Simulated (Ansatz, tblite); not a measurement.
**The cluster Be₃Te₂+: one state, many levels**

How do method and basis change the picture of the cluster Be₃Te₂+ (doublet)?

The runs use Ansatz 0.2.0, Gaussian basis; as each input shows.

The runs, in order: GFN1-xTB, GFN2-xTB, PBE-D4/def2-TZVP, r2SCAN-D4/def2-TZVP, revPBE-D4/def2-TZVP, B3LYP-D4/def2-TZVP, BLYP-D4/def2-TZVP, PBE-QIDH/def2-TZVP, ωB97X-V/def2-TZVP, PBE+5HF/def2-TZVP, PBE+10HF/def2-TZVP, PBE+15HF/def2-TZVP, PBE+35HF/def2-TZVP, PBE+50HF/def2-TZVP, PBE-D4/def2-SVP, PBE0-D4/def2-SVP, CCSD(T)/def2-SVP, MP2/def2-TZVP, RPA/def2-TZVP.

2 further runs of the same task are left out: 2 set aside as unsound or not needed.

### Step 1. The relaxed structure

The geometry is that of the doublet, from an earlier relaxation (PBE-D4/def2-SVP). At that level it is the lowest of the isomers that a small search found.

5 atoms, charge 1, spin multiplicity 2.

Bond lengths: Be1–Te4 2.362 Å, Be1–Te5 2.362 Å, Be2–Te4 2.362 Å, Be2–Te5 2.362 Å, Be3–Te4 2.362 Å, Be3–Te5 2.362 Å. Angles: Te4–Be1–Te5 111.0°, Te4–Be2–Te5 111.0°, Te4–Be3–Te5 111.0°, Be1–Te4–Be2 58.8°, Be1–Te4–Be3 58.8°, Be2–Te4–Be3 58.8°, Be1–Te5–Be2 58.8°, Be1–Te5–Be3 58.8°, Be2–Te5–Be3 58.8°.

Coordinates:

```xyz
5
charge 1, multiplicity 2
Be    1.2902    0.1090   -0.3375
Be   -0.7362   -1.0054   -0.4873
Be   -0.5538    0.8963    0.8247
Te   -0.4928    1.1013   -1.5277
Te    0.4927   -1.1012    1.5277
```

Te takes a core potential in the def2 sets. No spin-orbit coupling is included. The ion is computed in the gas phase, without counter-ions or solvent.

PBE0-D4/def2-TZVP was run before; its log isn't repeated, and its numbers join the tables.

### Step 2. GFN1-xTB

Tight binding, by tblite at 300 K electronic temperature and without a spin-polarisation term:

```python
tblite.interface.Calculator('GFN1-xTB', numbers, positions, charge=1, uhf=1).singlepoint()
```

Energy -258.1007 eV; 0.003 s.

### Step 3. GFN2-xTB

Tight binding, by tblite at 300 K electronic temperature and without a spin-polarisation term:

```python
tblite.interface.Calculator('GFN2-xTB', numbers, positions, charge=1, uhf=1).singlepoint()
```

Energy -211.9009 eV; 0.019 s.

### Step 4. PBE-D4/def2-TZVP

start.molden holds the orbitals of an earlier run on this state, given as this run's starting guess.

The input, in.yaml:

```yaml
crystal:
  periodic: [false, false, false]
  atoms:
    - {symbol: Be, position_ang: [1.290151, 0.109032, -0.337501]}
    - {symbol: Be, position_ang: [-0.736245, -1.005410, -0.487296]}
    - {symbol: Be, position_ang: [-0.553834, 0.896319, 0.824740]}
    - {symbol: Te, position_ang: [-0.492752, 1.101280, -1.527667]}
    - {symbol: Te, position_ang: [0.492680, -1.101221, 1.527743]}
basis:
  gaussian: {orbitals: def2-TZVP, initial_orbitals: start.molden}
total_charge: 1
magnetization: {spin_polarized: true, initial_magnetization: 1}
hamiltonian: {xc: pbe, dispersion: d4}
scf: {omitted_lower_state_checks: [starts]}
output: {orbitals: {seedname: orbitals}}
```

Launch:

```
> ansatz run in.yaml --threads 4 --pin off --events-out ev --progress --plain --max-ram 3916MiB
```

Further steps of the session: r2SCAN-D4/def2-TZVP; revPBE-D4/def2-TZVP; B3LYP-D4/def2-TZVP; BLYP-D4/def2-TZVP; PBE-QIDH/def2-TZVP; ωB97X-V/def2-TZVP; PBE+5HF/def2-TZVP; PBE+10HF/def2-TZVP; PBE+15HF/def2-TZVP; PBE+35HF/def2-TZVP; PBE+50HF/def2-TZVP; PBE-D4/def2-SVP; PBE0-D4/def2-SVP; CCSD(T)/def2-SVP; MP2/def2-TZVP; RPA/def2-TZVP.

Q: Predict the results of all the runs planned. Wanted: gap in def2-TZVP, named functionals, smallest and largest; gap over the share of exact exchange; correlation energy, CCSD(T)/def2-SVP; correlation energy, MP2/def2-TZVP; ⟨S²⟩ in def2-TZVP, named functionals, smallest and largest; PBE0 total energy, smallest basis above largest.

The runs gave:

| quantity | value |
| --- | --- |
| gap in def2-TZVP, named functionals, smallest and largest | 0.94 eV (BLYP-D4), 5.23 eV (ωB97X-V) |
| gap over the share of exact exchange | 0.97 eV at 0, 3.42 eV at 0.5 |
| correlation energy, CCSD(T)/def2-SVP | -9.47 eV |
| correlation energy, MP2/def2-TZVP | -30.27 eV |
| ⟨S²⟩ in def2-TZVP, named functionals, smallest and largest | 0.759, 0.781 |
| PBE0 total energy, smallest basis above largest | 1.90 eV (def2-SVP, def2-TZVP) |

What this shows: Orbital gaps of the named functionals in def2-TZVP span 0.94 eV (BLYP-D4) to 5.23 eV (ωB97X-V); exact exchange widens it. Raising the share of exact exchange from 0 to 0.5 moves the HOMO by -1.10 eV and the LUMO by +1.34 eV. Over the named functionals in def2-TZVP spin contamination reaches 0.03 (r2SCAN-D4), which is small.
